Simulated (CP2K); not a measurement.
# SiSe: band structure with HLE17

The system is SiSe.

```
CELL_PARAMETERS angstrom
3.59520 0.00000 0.00000
-1.79760 3.11353 0.00000
0.00000 0.00000 3.59873
ATOMIC_POSITIONS crystal
Si 0.66667 0.33333 0.50000
Se 0.00000 0.00000 0.00000
```

The cell was built by a generator and needn't be a form met in nature.

```
Program                                : CP2K 2026.2
Task                                   : band structure
Functional                             : HLE17
Potentials or basis                    : POTENTIAL_UZH Si GTH-PBE-q4, Se GTH-PBE-q6; TZVP-MOLOPT-PBE-GTH basis
Density cutoff                         : 9184 eV
k mesh                                 : 9 × 9 × 7
Occupations                            : fermi-dirac, width 0.05 eV
Spin                                   : no spin polarisation
SCF solver                             : diagonalisation with k points
Quickstep method                       : GPW
EPS_DEFAULT                            : 1.0E-10
EPS_SCF                                : 1.0E-6
MAX_SCF                                : 100
SCF_GUESS                              : ATOMIC
k points reduced by the point group    : yes
Mesh centred on Gamma                  : yes
CHOLESKY                               : OFF
EPS_EIGVAL                             : 1.0E-7
MIXING METHOD                          : BROYDEN_MIXING
MIXING ALPHA                           : 0.4
NBUFFER                                : 8
NGRIDS                                 : 5
Basis sets                             : Si TZVP-MOLOPT-PBE-GTH-q4, Se TZVP-MOLOPT-PBE-GTH-q6
Potentials                             : Si GTH-PBE-q4 of POTENTIAL_UZH, Se GTH-PBE-q6 of POTENTIAL_UZH
ADDED_MOS                              : [10]
Points a segment of the path (NPOINTS) : 6
Bands added on the path                : 4
REL_CUTOFF (Ry)                        : 60 Ry
MIXING BETA (1/bohr)                   : 1.5 1/bohr
CUTOFF of the grids                    : 675 Ry
```

The pressure is -1.7 GPa, the band gap on the k mesh is none (metal or under the smearing width) and the mulliken charges are Si +0.31; Se -0.31 e.

Stress tensor (GPa, compression positive):
```
-1.26  0.00  0.00
 0.00 -1.26  0.00
 0.00  0.00 -2.66
```

Levels at the corners of the path, in eV from the Fermi level:
```csv
point,band 2,band 3,band 4,band 5,band 6,band 7,band 8,band 9
Γ,-5.24,-3.82,-2.02,-2.02,2.90,2.90,5.16,6.61
M,-9.03,-3.54,-2.14,-1.93,1.87,2.02,5.18,5.32
K,-8.92,-5.83,-1.81,0.89,1.29,1.75,3.81,8.60
Γ,-5.24,-3.82,-2.02,-2.02,2.90,2.90,5.16,6.61
A,-10.16,-1.00,-1.00,1.72,1.74,2.57,2.57,9.15
L,-7.55,-6.06,-5.47,-2.11,0.94,2.84,3.07,11.89
H,-6.59,-6.02,-5.71,-4.00,-1.79,5.79,6.18,11.67
A,-10.16,-1.00,-1.00,1.72,1.74,2.57,2.57,9.15
L,-7.55,-6.06,-5.47,-2.11,0.94,2.84,3.07,11.89
M,-9.03,-3.54,-2.14,-1.93,1.87,2.02,5.18,5.32
K,-8.92,-5.83,-1.81,0.89,1.29,1.75,3.81,8.60
H,-6.59,-6.02,-5.71,-4.00,-1.79,5.79,6.18,11.67
```

It took 55 s on 1 thread of Arm Neoverse V2, with other jobs on the host, peak memory 0.32 GiB.

Caveat: Mulliken charges move with the basis; the potentials were made for another functional, which shifts forces and pressure; the potentials were made for a functional far from this one; the basis of atomic orbitals isn't converged, which shifts pressures, moduli and gaps.
